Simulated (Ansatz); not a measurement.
# SnH2+ (doublet): the correlation ladder at distance Sn1–H2 = 2.667 Å, def2-SVP

Aim: climb from Hartree-Fock through coupled cluster and multireference methods for SnH2+ (doublet) at one geometry and basis, and see what each rung misses.

The runs use Ansatz 0.2.0, Gaussian basis; def2-SVP, core rule «outside noble gas», up to 9 orbitals frozen.

To be run: UHF; CCSD(T) on ROHF; CCSD(T) on UHF; BCCD(T) on ROHF; CISD; CCSDT(Q) on ROHF; CCSDT(Q) on UHF; CISDTQ; CASSCF and MRCISD+Q, 3 electrons in 3 orbitals; CASSCF and NEVPT2, 3 electrons in 3 orbitals; CASSCF and MRCISD+Q, 5 electrons in 6 orbitals; CASSCF and MRCISD+Q(relaxed), 5 electrons in 6 orbitals; CASSCF and NEVPT2, 5 electrons in 6 orbitals; Full CI.

25 further runs of the same task are left out: 6 for a known fault of the program, 19 that didn't finish.

## (1) What is computed

The geometry derives from a PBE0/def2-TZVP stationary point (not a proven minimum). One bond is set to the value named and the two fragments are kept rigid. No spin-orbit coupling is included. Elements past krypton take def2 core potentials.

3 atoms, charge 1, spin multiplicity 2.

Atoms are counted from 1 here; the program's logs count them from 0.

Bond lengths: Sn1–H3 1.655 Å.

Coordinates:

```xyz
3
H2Sn
Sn    0.0000    0.0000    0.3372
H     0.0000    0.0000   -2.3298
H     0.0000    0.0000    1.9926
```

## (2) UHF

in.yaml reads:

```yaml
crystal:
  periodic: [false, false, false]
  atoms:
    - {symbol: Sn, position_ang: [0.000000, 0.000000, 0.337200]}
    - {symbol: H, position_ang: [0.000000, 0.000000, -2.329800]}
    - {symbol: H, position_ang: [0.000000, 0.000000, 1.992600]}
basis:
  gaussian: {orbitals: def2-SVP}
total_charge: 1
magnetization: {spin_polarized: true, initial_magnetization: 1}
hamiltonian: {xc: hf}
output: {orbitals: {seedname: orbitals}}
```

Started as:

```bash
> ansatz run in.yaml --threads 1 --pin off --events-out ev --progress --plain --max-ram 2393MiB
```

After this run come: CCSD(T) on ROHF; CCSD(T) on UHF; BCCD(T) on ROHF; CISD; CCSDT(Q) on ROHF; CCSDT(Q) on UHF; CISDTQ; CASSCF and MRCISD+Q, 3 electrons in 3 orbitals; CASSCF and NEVPT2, 3 electrons in 3 orbitals; CASSCF and MRCISD+Q, 5 electrons in 6 orbitals; CASSCF and MRCISD+Q(relaxed), 5 electrons in 6 orbitals; CASSCF and NEVPT2, 5 electrons in 6 orbitals; Full CI.

Q: Predict the results of all the runs planned. Wanted: FCI below the RHF energy; RMP2 from FCI; UMP2 from FCI; RCCSD from FCI; RCCSD(T) from FCI; UCCSD(T) from FCI; RCCSDT(Q) from FCI; UCCSDT(Q) from FCI; NEVPT2 pair from FCI.

The runs gave:

| quantity | value |
| --- | --- |
| FCI below the RHF energy | -1.9234 eV |
| RMP2 from FCI | +13.04 kcal/mol |
| UMP2 from FCI | +12.90 kcal/mol |
| RCCSD from FCI | +0.74 kcal/mol |
| RCCSD(T) from FCI | +0.21 kcal/mol |
| UCCSD(T) from FCI | +0.20 kcal/mol |
| RCCSDT(Q) from FCI | +0.01 kcal/mol |
| UCCSDT(Q) from FCI | 0.00 kcal/mol |
| NEVPT2 pair from FCI | +11.62 kcal/mol |
| MRCISD+Q pair from FCI | -0.98 kcal/mol |
| NEVPT2 valence from FCI | +5.75 kcal/mol |
| levels within 1 kcal/mol (43 meV) | RCCSD, UCCSD, RCCSD(T), UCCSD(T), BCCD(T), RCCSDT, UCCSDT, RCCSDT(Q), UCCSDT(Q), MRCISD pair, MRCISD+Q pair, MRCISD valence, MRCISD+Q valence, MRCISD+Q(relaxed) valence |
| T1 diagnostic | 0.018 |
| effectively unpaired electrons | 1.05 |

**Reading.** RCCSD(T) lands +0.21 kcal/mol from the yardstick (0.5 % of the correlation energy). MRCISD+Q pair, MRCISD+Q(relaxed) valence fall below full CI: the +Q correction isn't variational, and the cores differ from full CI's. One determinant dominates. Of the multireference levels listed MRCISD+Q valence comes nearest in total energy (+0.25 kcal/mol), which doesn't show that its space is the better one. These misses are within one basis, not against nature; the frozen cores of restricted and unrestricted runs differ, which can shift their rows.
